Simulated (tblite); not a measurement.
# Cl2Ga2H7NSi: the cost of one run

The runs use tblite 0.8.0 and PySCF 2.14.0, with density-fitted response routines of our own; the level of theory stands in each step. All values are computed, except where a source is named. Atoms are numbered from 0 throughout.

**1. The molecule as given**

13 atoms, charge 0, multiplicity 1; geometry from: force field or distance geometry start.

Bonds of the start (Å): Si0–N1 1.76, N1–Ga2 1.89, Ga2–Cl3 2.20, Cl3–Ga4 2.21, Ga4–Cl5 2.22, Cl5–Ga2 2.21, Si0–H6 1.49, Si0–H7 1.48, Si0–H8 1.46, N1–H9 1.06, Ga2–H10 1.61, Ga4–H11 1.59, Ga4–H12 1.61.

**2. Relaxing the molecule with GFN2-xTB**

Job settings and geometry (Å):

```
{"job": {"kind": "relax", "xc": "GFN2-xTB", "basis": "xTB"}, "charge": 0, "multiplicity": 1}
Si    -2.448000    -0.137800    -0.819000
N     -1.269400    -1.332500    -0.291400
Ga     0.472900    -0.685000     0.026700
Cl     0.739900     1.489500     0.189100
Ga     2.732000     1.155700    -0.707500
Cl     1.771600    -0.552400    -1.758700
H     -3.611600    -0.914000    -1.322600
H     -3.010400     0.665100     0.288300
H     -1.957700     0.692000    -1.921800
H     -1.643400    -1.764700     0.598300
H      1.160300    -1.468700     1.257000
H      3.227000     2.306300    -1.693700
H      3.832400     0.547100     0.295700
```

On the command line:

```bash
OMP_NUM_THREADS=1 python probes_run.py task.json out
```

The driver reads the jobs from task.json and runs them one after another.

Q: Estimate the wall time of this first job on 1 thread of Arm Neoverse V1, shared host.

About 1.2 s.
